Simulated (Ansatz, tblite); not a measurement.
# The cluster V₃O₂+: rung by rung

One table from this session's results is given with a row withheld; the runs are named, their logs left out.

Computed with Ansatz 0.2.0, Gaussian basis. Level: as each input shows.

Plan: GFN1-xTB, GFN2-xTB, PBE-D4/def2-TZVP, r2SCAN-D4/def2-TZVP, PBE-QIDH/def2-TZVP, ωB97M-V/def2-TZVP, LC-ωPBE/def2-TZVP, PBE-D4/def2-SVP, PBE0-D4/def2-SVP, HF/STO-3G, CCSD(T)/def2-TZVP, RPA/def2-TZVP.

5 further runs of the same task are left out: 5 set aside as unsound or not needed. Runs told in other sessions of the task aren't counted.

**The structure**

The singlet was relaxed beforehand with PBE-D4/def2-SVP. At that level it is the lowest of the isomers that a small search found.

5 atoms, charge 1, spin multiplicity 1.

Bond lengths: V1–O4 1.769 Å, V1–O5 1.677 Å, V2–V3 1.980 Å, V2–O5 1.961 Å, V3–O4 1.761 Å. Angles: O4–V1–O5 104.4°, V3–V2–O5 98.3°, V2–V3–O4 99.6°, V1–O4–V3 90.1°, V1–O5–V2 72.3°.

Coordinates:

```xyz
5

V     0.9523    0.5246    0.3124
V    -1.1996    0.6354    0.4376
V    -0.7632   -1.2913    0.3044
O     0.9296   -1.1775   -0.1675
O     0.0809    1.3088   -0.8869
```

No spin-orbit coupling is included. The ion is computed in the gas phase, without counter-ions or solvent.

PBE0-D4/def2-TZVP was run before; its log isn't repeated, and its numbers join the tables.

Set-up of the first run:

Tight binding, by tblite at 300 K electronic temperature and without a spin-polarisation term:

```python
tblite.interface.Calculator('GFN1-xTB', numbers, positions, charge=1, uhf=0).singlepoint()
```

Tight binding, by tblite at 300 K electronic temperature and without a spin-polarisation term:

```python
tblite.interface.Calculator('GFN2-xTB', numbers, positions, charge=1, uhf=0).singlepoint()
```

start.molden holds the orbitals of an earlier run on this state, given as this run's starting guess.

Contents of in.yaml:

```yaml
crystal:
  periodic: [false, false, false]
  atoms:
    - {symbol: V, position_ang: [0.952288, 0.524615, 0.312389]}
    - {symbol: V, position_ang: [-1.199637, 0.635360, 0.437564]}
    - {symbol: V, position_ang: [-0.763186, -1.291295, 0.304423]}
    - {symbol: O, position_ang: [0.929650, -1.177464, -0.167491]}
    - {symbol: O, position_ang: [0.080885, 1.308794, -0.886886]}
basis:
  gaussian: {orbitals: def2-TZVP, initial_orbitals: start.molden}
total_charge: 1
hamiltonian: {xc: pbe, dispersion: d4}
scf: {omitted_lower_state_checks: [starts]}
output: {forces: true, orbitals: {seedname: orbitals}}
```

Run with:

```console
$ ansatz run in.yaml --threads 4 --pin off --events-out ev --progress --plain --max-ram 4787MiB
```

Among the steps run: PBE-D4/def2-TZVP; r2SCAN-D4/def2-TZVP; PBE-QIDH/def2-TZVP; ωB97M-V/def2-TZVP; LC-ωPBE/def2-TZVP; PBE-D4/def2-SVP; PBE0-D4/def2-SVP; HF/STO-3G; CCSD(T)/def2-TZVP; RPA/def2-TZVP.

One table of the session follows, with a row left open; its other results are not shown here.

It belongs to the step «Levels side by side». 

```
              level  HOMO (eV)  LUMO (eV)  gap (eV)
          HF/STO-3G      -9.17      -1.02      8.15
    PBE-D4/def2-SVP          ?          ?         ?
   PBE-D4/def2-TZVP      -9.27      -8.60      0.67
r2SCAN-D4/def2-TZVP      -9.26      -8.45      0.80
   PBE0-D4/def2-SVP     -10.06      -7.55      2.51
  PBE0-D4/def2-TZVP     -10.18      -7.68      2.50
  LC-ωPBE/def2-TZVP     -12.29      -5.44      6.85
  ωB97M-V/def2-TZVP     -12.22      -5.70      6.52
```

Q: Estimate the row for PBE-D4/def2-SVP from the others.

**Answer.** HOMO (eV): -9.06; LUMO (eV): -8.41; gap (eV): 0.65. In the column «HOMO (eV)» it is the highest.
